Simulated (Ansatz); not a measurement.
# C₄H₁₁B: basis-set convergence

How large a basis does C₄H₁₁B need? Two functionals are run in growing sets.

Program: Ansatz 0.2.0, Gaussian basis. Level of theory: one geometry, several basis sets. These are calculated values, not measurements.

The runs, in order: PBE0-D4/def2-SVP; ωB97M-V/def2-SVP; PBE0-D4/def2-QZVPP; ωB97M-V/def2-QZVPP; the functionals' def2-TZVPP values are taken from earlier runs.

**1. The geometry**

An earlier PBE0-D4 in a triple-zeta def2 set relaxation fixed the geometry.

SMILES `CBC(C)C`, 16 atoms, charge 0, spin multiplicity 1.

Atoms are counted from 1 here; the program's logs count them from 0.

Bond lengths: C1–B2 1.557 Å, C1–H6 1.094 Å, C1–H7 1.091 Å, C1–H8 1.101 Å, B2–C3 1.567 Å, B2–H9 1.206 Å, C3–C4 1.524 Å, C3–C5 1.531 Å, C3–H10 1.108 Å, C4–H11 1.093 Å, C4–H12 1.094 Å, C4–H13 1.095 Å, C5–H14 1.092 Å, C5–H15 1.094 Å, C5–H16 1.094 Å. Angles: B2–C1–H6 112.1°, B2–C1–H7 115.9°, B2–C1–H8 106.6°, H6–C1–H7 109.5°, H6–C1–H8 104.6°, H7–C1–H8 107.4°, C1–B2–C3 125.7°, C1–B2–H9 117.8°, C3–B2–H9 116.4°, B2–C3–C4 116.6°, B2–C3–C5 112.4°, B2–C3–H10 101.0°, C4–C3–C5 111.5°, C4–C3–H10 108.0°, C5–C3–H10 106.3°, C3–C4–H11 112.0°, C3–C4–H12 111.5°, C3–C4–H13 111.0° and more.

Geometry (Å):

```mol
C4H11B
  3D, bonds by distance, orders not assigned

 16 15  0  0  0  0  0  0  0  0999 V2000
   -1.2168   -1.6327   -0.7883 C   0  0
   -0.5127   -0.9452    0.4187 B   0  0
    0.5591    0.1934    0.3245 C   0  0
    0.7640    0.8262   -1.0462 C   0  0
    0.3773    1.2556    1.4118 C   0  0
   -2.2627   -1.8716   -0.5738 H   0  0
   -1.1508   -1.1050   -1.7415 H   0  0
   -0.7300   -2.6114   -0.9203 H   0  0
   -0.7524   -1.3657    1.5231 H   0  0
    1.4808   -0.3630    0.5854 H   0  0
    0.9740    0.0785   -1.8146 H   0  0
    1.5962    1.5366   -1.0391 H   0  0
   -0.1283    1.3764   -1.3611 H   0  0
    0.2912    0.8060    2.4034 H   0  0
    1.2174    1.9562    1.4262 H   0  0
   -0.5293    1.8429    1.2361 H   0  0
  1  2  8  0
  2  3  8  0
  3  4  8  0
  3  5  8  0
  1  6  8  0
  1  7  8  0
  1  8  8  0
  2  9  8  0
  3 10  8  0
  4 11  8  0
  4 12  8  0
  4 13  8  0
  5 14  8  0
  5 15  8  0
  5 16  8  0
M  END
```

**2. PBE0-D4 in def2-SVP**

File in.yaml:

```yaml
crystal:
  periodic: [false, false, false]
  atoms:
    - {symbol: C, position_ang: [-1.216832, -1.632713, -0.788326]}
    - {symbol: B, position_ang: [-0.512744, -0.945153, 0.418690]}
    - {symbol: C, position_ang: [0.559075, 0.193427, 0.324463]}
    - {symbol: C, position_ang: [0.763963, 0.826231, -1.046195]}
    - {symbol: C, position_ang: [0.377292, 1.255609, 1.411806]}
    - {symbol: H, position_ang: [-2.262741, -1.871559, -0.573832]}
    - {symbol: H, position_ang: [-1.150807, -1.105016, -1.741499]}
    - {symbol: H, position_ang: [-0.729967, -2.611399, -0.920263]}
    - {symbol: H, position_ang: [-0.752404, -1.365710, 1.523069]}
    - {symbol: H, position_ang: [1.480809, -0.363009, 0.585369]}
    - {symbol: H, position_ang: [0.974022, 0.078470, -1.814599]}
    - {symbol: H, position_ang: [1.596240, 1.536648, -1.039121]}
    - {symbol: H, position_ang: [-0.128283, 1.376439, -1.361141]}
    - {symbol: H, position_ang: [0.291202, 0.805968, 2.403357]}
    - {symbol: H, position_ang: [1.217431, 1.956158, 1.426234]}
    - {symbol: H, position_ang: [-0.529256, 1.842908, 1.236090]}
basis:
  gaussian: {orbitals: def2-SVP}
hamiltonian: {xc: pbe0, dispersion: d4}
output: {orbitals: {seedname: orbitals}}
```

Started as:

```bash
$ ansatz run in.yaml --threads 2 --pin off --events-out ev --progress --plain --max-ram 32768MiB --backend cpu
```

Further steps of the session: ωB97M-V in def2-SVP; PBE0-D4 in def2-QZVPP; ωB97M-V in def2-QZVPP.

**Question.** What will the summary of the whole plan be? Wanted: PBE0-D4: double and triple zeta above quadruple; ωB97M-V: double and triple zeta above quadruple.

The runs gave:

| quantity | value |
| --- | --- |
| PBE0-D4: double and triple zeta above quadruple | 5.68, 0.30 eV |
| ωB97M-V: double and triple zeta above quadruple | 6.07, 0.29 eV |

What this shows: PBE0-D4 gains 5.38 eV from double to triple zeta, then 0.30 eV more. Total energies overstate the basis error of differences, where much of it tends to cancel.
